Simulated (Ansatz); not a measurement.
# CH4BCl2Ge, SMILES [CH2][GeH2][B](Cl)Cl: a single point in a Gaussian basis

Program: Ansatz 0.2.0 through its Python package.

Notebook, run cell by cell (the value of a cell's last expression is shown):

```python
import ansatz as az

geometry_ang = [
    ("C", [-1.4859, -0.0333, 0.8875]),
    ("Ge", [-0.1343, -0.548, -0.4118]),
    ("B", [1.5587, 0.4906, -0.0592]),
    ("Cl", [1.5384, 2.3319, -0.1244]),
    ("Cl", [3.1197, -0.4016, 0.3434]),
    ("H", [-2.4202, -0.5978, 0.6908]),
    ("H", [-1.6856, 1.0545, 0.8005]),
    ("H", [-0.6444, -0.2306, -1.8404]),
    ("H", [0.1536, -2.0658, -0.2864]),
]
system = az.Crystal.molecule()
for symbol, xyz in geometry_ang:
    system = system.atom(symbol, xyz)
```

```python
base = (
    system.calculation()
    .basis(gaussian="cc-pVDZ")
    .functional(az.LibraryFunctional("wB97X-V"))
    .spin("collinear", total=1)
)
trace = []
result = base.session().plan().execute(on_event=trace.append)
rep = result.report
```

```python
rep["reference_energy_ev"]
```

    -83331.88300607205

```python
rep["converged"], rep["free_energy_ev"]
```

    (True, -83331.88300607205)

```python
type(result).__name__, type(rep).__name__
```

    ('RunOutcome', 'dict')

```python
for event in trace:
    if event["event"] == "mean_field_evaluation" and event["data"]["evaluation"] <= 25:
        print("pass {evaluation:3d}  E = {energy_ev:.6f} eV  gradient {gradient_ev:.1e}".format(**event["data"]))
```

    pass   1  E = -83329.574516 eV  gradient 1.8e+01
    pass   2  E = -83330.597017 eV  gradient 1.5e+01
    pass   3  E = -83331.757247 eV  gradient 1.7e+00
    pass   4  E = -83331.798530 eV  gradient 9.2e-01
    pass   5  E = -83331.806177 eV  gradient 2.4e-01
    pass   6  E = -83331.880867 eV  gradient 3.6e-01
    pass   7  E = -83331.882805 eV  gradient 9.3e-02
    pass   8  E = -83331.882968 eV  gradient 3.8e-02
    pass   9  E = -83331.882970 eV  gradient 3.8e-02
    pass  10  E = -83331.883002 eV  gradient 1.5e-02
    pass  11  E = -83331.883007 eV  gradient 4.9e-03
    pass  12  E = -83331.883007 eV  gradient 5.0e-03
    pass  13  E = -83331.883008 eV  gradient 1.8e-03
    pass  14  E = -83331.883008 eV  gradient 8.9e-04
    pass  15  E = -83331.883008 eV  gradient 4.0e-04
    pass  16  E = -83331.883008 eV  gradient 4.0e-04
    pass  17  E = -83331.883008 eV  gradient 1.5e-04
    pass  18  E = -83331.883008 eV  gradient 5.5e-05
    pass  19  E = -83331.883008 eV  gradient 5.5e-05
    pass  20  E = -83331.883008 eV  gradient 5.5e-05

```python
for key in ("converged", "free_energy_ev", "reference_energy_ev", "n_frozen", "n_occupied", "n_virtual"):
    print(f"{key:22s} {rep[key]}")
```

    converged              True
    free_energy_ev         -83331.88300607205
    reference_energy_ev    -83331.88300607205
    n_frozen               0
    n_occupied             [41, 40]
    n_virtual              [70, 71]

```python
field = rep["mean_field"]
print("<S^2> =", round(abs(field["state"]["spin_squared"]), 4), " all-electron relativity setting:", field["relativity"])
print("passes:", field["passes"])
if "symmetry" in field:
    print("occupied orbitals by irrep:", field["symmetry"]["occupied"])
```

    <S^2> = 0.7538  all-electron relativity setting: none
    passes: {'evaluations': 16, 'products': 16}
    occupied orbitals by irrep: [{'A': 41}, {'A': 40}]

Reading the output:
- Total energies depend on the basis set; only differences at equal settings carry meaning.
- The geometry is a force-field or estimated start, not a minimum of this method, and the basis set is short of its limit.
- The run takes the species as open-shell (spin multiplicity 2), which needn't be its ground state.
- Early passes use coarser integrals and grids, so their energies can't be compared with the last.
- Finished in 63 s on 1 thread of Arm Neoverse N1, with other jobs on the host, peak memory 0.66 GiB.
